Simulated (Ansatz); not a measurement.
A run of Ansatz 0.2.0:

input.yaml

```yaml
crystal:
  lattice:
    - [-1.2526, 3.862554, 1.867137]
    - [1.2526, -3.862554, 1.867137]
    - [1.2526, 3.862554, -1.867137]
  atoms:
    - { symbol: C, position: [0.832069, 0.835276, 0.006504] }
    - { symbol: C, position: [0.208388, 0.028784, 0.164856] }
    - { symbol: C, position: [0.874119, 0.024141, 0.805396] }
    - { symbol: C, position: [0.450356, 0.767934, 0.650191] }
    - { symbol: C, position: [0.101544, 0.782055, 0.334382] }
    - { symbol: B, position: [0.53126, 0.01743, 0.481562] }
hamiltonian:
  xc: pbe
  pseudopotentials: { kind: paw }
kpoints:
  mp_grid: { grid: [13, 13, 13] }
scf:
  occupations: { method: fermi_dirac, width: 0.05 }
output:
  forces: true
  stress: true
  eigenvalues: true
```

Potentials or basis: Ansatz PAW.

Command:

```console
$ ansatz run input.yaml --threads 2 --pin off --max-ram 5120MiB --backend cpu --events-out ev --progress --plain --runs-dir out
```

Hardware: 2 threads of Arm Neoverse V1 (shared host).

Problem. Estimate the wall time of this run.

Solution. It took 43 s on 2 threads of Arm Neoverse V1, on a shared host, peak memory 0.97 GiB. Counts: scf iterations 7, plane waves 723, k points 1099, bands 18.
